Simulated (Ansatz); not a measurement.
**AsHF₂ (singlet): the correlation ladder, cc-pVDZ**

The task here is to estimate one member of a computed series from the others.

Computed with Ansatz 0.2.0, Gaussian basis. Level: cc-pVDZ, core rule «outside noble gas», up to 16 orbitals frozen.

To be run: UHF; CCSD(T) on RHF; BCCD(T) on RHF; CISD; CCSDT(Q) on RHF.

19 further runs of the same task are left out: 6 for a known fault of the program, 4 that didn't finish, 9 set aside as unsound or not needed.

## The geometry

The geometry is a PBE0/def2-TZVP stationary point (not a proven minimum). No spin-orbit coupling is included. The filled d shell of As may be among the frozen orbitals whatever the setting's name suggests; the logs give the count.

4 atoms, charge 0, spin multiplicity 1.

Atoms are counted from 1 here; the program's logs count them from 0.

Bond lengths: As1–F2 1.733 Å, As1–F3 1.733 Å, As1–H4 1.540 Å. Angles: F2–As1–F3 97.1°, F2–As1–H4 93.8°, F3–As1–H4 93.8°.

The first run:

Contents of in.yaml:

```yaml
crystal:
  periodic: [false, false, false]
  atoms:
    - {symbol: As, position_ang: [0.037486, -0.379715, 0.000000]}
    - {symbol: F, position_ang: [-0.034604, 0.765477, -1.298208]}
    - {symbol: F, position_ang: [-0.034605, 0.765478, 1.298207]}
    - {symbol: H, position_ang: [-1.481855, -0.631800, 0.000000]}
basis:
  gaussian: {orbitals: cc-pVDZ}
magnetization: {spin_polarized: true, initial_magnetization: 0}
hamiltonian: {xc: hf}
output: {orbitals: {seedname: orbitals}}
```

Command:

```
$ ansatz run in.yaml --threads 1 --pin off --events-out ev --progress --plain --max-ram 2393MiB
```

Among the steps run: UHF; CCSD(T) on RHF; BCCD(T) on RHF; CISD; CCSDT(Q) on RHF.

One table of the session follows, with a row left open; its other results are not shown here.

It belongs to the step «Misses and costs». 

```
   method  from RCCSDT(Q) (meV)
      RHF              +13903.9
     RMP2                +750.6
    RCCSD                     ?
 RCCSD(T)                 +52.6
  BCCD(T)                 +44.9
   RCCSDT                 +35.2
RCCSDT(Q)                     0
```

Estimate the missing values for RCCSD.

**Answer.** from RCCSDT(Q) (meV): +309.9. In the column «from RCCSDT(Q) (meV)» it lies between RCCSD(T) (+52.6) and RMP2 (+750.6).

Not comparable, so not listed: CISD (they don't share determinant, frozen orbitals or solution with the rows shown, or repeat one).

With the free atoms at the same levels and basis (separate runs), the atomisation energy is 10.151 eV at RCCSDT(Q), 10.115 eV at RCCSD(T), 6.465 eV at RHF.
